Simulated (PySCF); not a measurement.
# Br3HSSi (Br3Si(SH)): the cost of one run

Programs: PySCF 2.14.0, with routines of our own; each step states its level. All values are computed. Atoms count from 0.

## 1. The system as given

6 atoms, charge 0, multiplicity 1; geometry from: GFN2-xTB.

## 2. Relaxing the molecule at PBE0-D3(BJ)/def2-SVP

Job settings and geometry (Å):

```
{"job": {"xc": "PBE0", "basis": "def2-SVP", "d3": "d3bj", "grid": 1, "maxiter": 30, "shake": 0.01, "kind": "geom"}, "charge": 0, "multiplicity": 1}
S      1.445820    -0.705340    -0.881240
Si    -0.412250     0.006870    -0.012950
Br    -0.541110     2.226060     0.019200
Br    -2.040550    -0.768450    -1.231080
Br    -0.649640    -0.703650     2.069160
H      2.221900    -0.085520    -0.007760
```

Run with:

```bash
OMP_NUM_THREADS=1 python heavy_run.py task.json out
```

The driver reads the jobs from task.json and runs them one after another.

Q: Estimate the wall time and peak memory of this first job on 1 thread of Intel Xeon 6975P-C, shared host.

About 91 s, with a peak of 0.7 GiB.
